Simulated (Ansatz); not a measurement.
# GaH6N: the cost of one run

Method: RHF/def2-SVP, in Ansatz 0.2.0.

## Step 1: The structure to begin with

Bond lengths: Ga1–H3 1.570 Å, Ga1–H4 1.570 Å, Ga1–N5 2.230 Å, N5–H6 1.060 Å, N5–H7 1.060 Å. Angles: H3–Ga1–H4 120.0°, H3–Ga1–N5 97.0°, H4–Ga1–N5 101.2°, Ga1–N5–H6 120.0°, Ga1–N5–H7 120.0°, H6–N5–H7 120.0°.

As a file:

```xyz
8

Ga    0.0000    0.0000    0.0000
H     0.0000    0.0000    1.9200
H     1.3596    0.0000   -0.7850
H    -1.3596    0.0000   -0.7850
N     0.0932   -2.1142    0.7032
H    -0.4251   -2.8722    0.1737
H     0.6559   -2.3611    1.5669
H     0.0454   -1.0306    1.8459
```

## Step 2: Pulling towards end A

Springs on the bonds that form and break draw the guess towards this end; the thresholds are loose.

input.yaml

```yaml
crystal:
  periodic: [false, false, false]
  atoms:
    - { symbol: Ga, position_ang: [0.0, 0.0, 0.0] }
    - { symbol: H, position_ang: [0.0, 0.0, 1.92] }
    - { symbol: H, position_ang: [1.3596, 0.0, -0.785] }
    - { symbol: H, position_ang: [-1.3596, 0.0, -0.785] }
    - { symbol: "N", position_ang: [0.0932, -2.1142, 0.7032] }
    - { symbol: H, position_ang: [-0.4251, -2.8722, 0.1737] }
    - { symbol: H, position_ang: [0.6559, -2.3611, 1.5669] }
    - { symbol: H, position_ang: [0.0454, -1.0306, 1.8459] }
basis:
  gaussian: { orbitals: def2-SVP }
hamiltonian:
  xc: hf
relax:
  f_tol: 0.15
  max_steps: 25
  restrain:
    - { distance: [0, 4], at: 3.13, k: 30.0 }
    - { distance: [7, 1], at: 1.86, k: 30.0 }
    - { distance: [0, 1], at: 1.57, k: 30.0 }
    - { distance: [7, 4], at: 1.06, k: 30.0 }
```

On the command line:

```sh
ansatz run input.yaml --threads 1 --pin off --max-ram 2048MiB --backend cpu --events-out ev --progress --plain --runs-dir out
```

What time and memory should one allow on 1 thread of AMD EPYC 7R43 (Zen 3), shared host?

About 17 s, with a peak of 0.15 GiB.
